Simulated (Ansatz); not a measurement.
**GeH₂ (singlet): from Hartree-Fock to the top rungs at distance Ge1–H3 = 1.594 Å, cc-pVTZ**

Aim: climb from Hartree-Fock through coupled cluster and multireference methods for GeH₂ (singlet) at one geometry and basis, and see what each rung misses.

Computed with Ansatz 0.2.0, Gaussian basis. Level: cc-pVTZ, core rule «outside noble gas», up to 14 orbitals frozen.

The runs, in order: UHF; CCSD(T) on RHF; CCSD(T) on UHF; BCCD(T) on RHF; CISD; CCSDT(Q) on RHF; CCSDT(Q) on UHF; CCSDTQ on RHF; CASSCF and MRCISD+Q, 2 electrons in 2 orbitals; CASSCF and NEVPT2, 2 electrons in 2 orbitals; CASSCF and MRCISD+Q, 6 electrons in 6 orbitals; CASSCF and NEVPT2, 6 electrons in 6 orbitals; Full CI.

## (1) What is computed

The geometry derives from a PBE0/def2-TZVP stationary point (not a proven minimum). One bond is set to the value named and the two fragments are kept rigid. No spin-orbit coupling is included. The filled d shell of Ge may be among the frozen orbitals whatever the setting's name suggests; the logs give the count.

3 atoms, charge 0, spin multiplicity 1.

Atoms are counted from 1 here; the program's logs count them from 0.

Bond lengths: Ge1–H2 1.594 Å, Ge1–H3 1.594 Å. Angles: H2–Ge1–H3 90.6°.

As a file:

```xyz
3

Ge    0.00000   -0.03027    0.00000
H     0.00000    1.09058   -1.13349
H     0.00000    1.09058    1.13349
```

## (2) UHF

The input, in.yaml:

```yaml
crystal:
  periodic: [false, false, false]
  atoms:
    - {symbol: Ge, position_ang: [0.000000, -0.030265, 0.000000]}
    - {symbol: H, position_ang: [0.000000, 1.090584, -1.133489]}
    - {symbol: H, position_ang: [0.000000, 1.090579, 1.133493]}
basis:
  gaussian: {orbitals: cc-pVTZ}
magnetization: {spin_polarized: true, initial_magnetization: 0}
hamiltonian: {xc: hf}
output: {orbitals: {seedname: orbitals}}
```

Run with:

```
$ ansatz run in.yaml --threads 1 --pin off --events-out ev --progress --plain --max-ram 2513MiB --backend cpu
```

Further steps of the session: CCSD(T) on RHF; CCSD(T) on UHF; BCCD(T) on RHF; CISD; CCSDT(Q) on RHF; CCSDT(Q) on UHF; CCSDTQ on RHF; CASSCF and MRCISD+Q, 2 electrons in 2 orbitals; CASSCF and NEVPT2, 2 electrons in 2 orbitals; CASSCF and MRCISD+Q, 6 electrons in 6 orbitals; CASSCF and NEVPT2, 6 electrons in 6 orbitals; Full CI.

Before running them: what should the planned runs give, taken together? Wanted: FCI below the RHF energy; RMP2 from FCI; RCCSD from FCI; RCCSD(T) from FCI; RCCSDT(Q) from FCI; NEVPT2 pair from FCI; MRCISD+Q pair from FCI; NEVPT2 valence from FCI; T1 diagnostic.

The runs gave:

```
                         quantity                                                                           value
         FCI below the RHF energy                                                                      -3.6058 eV
                    RMP2 from FCI                                                                      +792.6 meV
                   RCCSD from FCI                                                                      +109.1 meV
                RCCSD(T) from FCI                                                                       +21.3 meV
               RCCSDT(Q) from FCI                                                                        +0.6 meV
             NEVPT2 pair from FCI                                                                      +756.8 meV
           MRCISD+Q pair from FCI                                                                        -6.9 meV
          NEVPT2 valence from FCI                                                                      +651.7 meV
levels within 1 kcal/mol (43 meV)  RCCSD(T), BCCD(T), RCCSDT, RCCSDT(Q), RCCSDTQ, MRCISD+Q pair, MRCISD+Q valence
                    T1 diagnostic                                                                           0.013
   effectively unpaired electrons                                                                            0.08
```

What this shows: RCCSD(T) misses by +21.3 meV, 0.6 % of the correlation energy. MRCISD+Q pair falls below full CI: the +Q correction isn't variational, and the cores differ from full CI's. One determinant dominates. Of the multireference levels listed MRCISD+Q pair comes nearest in total energy (-6.9 meV), which doesn't show that its space is the better one. These misses are within one basis, not against nature.
